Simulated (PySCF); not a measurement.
# C2H6GeO2: the cost of one run

Computed with PySCF 2.14.0, with density-fitted response routines of our own, on a single molecule in the gas phase. Atoms count from 0, in the outputs and in this text.

## Step 1: Starting geometry

11 atoms, charge 0, multiplicity 1; geometry from: GFN2-xTB. The atoms were then displaced at random by about 0.01 Å, so the start is not that level's minimum.

Bonds of the start (Å): C0–O1 1.39, O1–Ge2 1.76, Ge2–C3 2.05, C3–O4 1.16, C0–H5 1.11, C0–H6 1.07, C0–H7 1.11, Ge2–H8 1.49, Ge2–H9 1.53, C3–H10 1.12.

## Step 2: Optimising the geometry at PBE0-D3(BJ)/def2-SVP

Job settings and geometry (Å):

```
{"job": {"xc": "PBE0", "basis": "def2-SVP", "d3": "d3bj", "grid": 1, "shake": 0.01, "kind": "geom"}, "charge": 0, "multiplicity": 1}
C     -1.805890    -0.653250     0.334790
O     -0.431380    -0.576010     0.161690
Ge     0.504910     0.779330    -0.450430
C      2.358570    -0.077300    -0.296840
O      3.364590     0.421020    -0.592480
H     -2.350420    -0.497040    -0.623800
H     -2.051800    -1.614280     0.737520
H     -2.162270     0.144840     1.019380
H      0.050810     1.162620    -1.815500
H      0.288840     2.001640     0.436960
H      2.272150    -1.117410     0.112960
```

Started as:

```
$ OMP_NUM_THREADS=1 python probes_run.py task.json out
```

The driver reads the jobs from task.json and runs them one after another.

**Question.** How long does this first job take on 1 thread of Arm Neoverse N1, shared host, and how much memory does it need?

About 65 s, with a peak of 0.49 GiB.
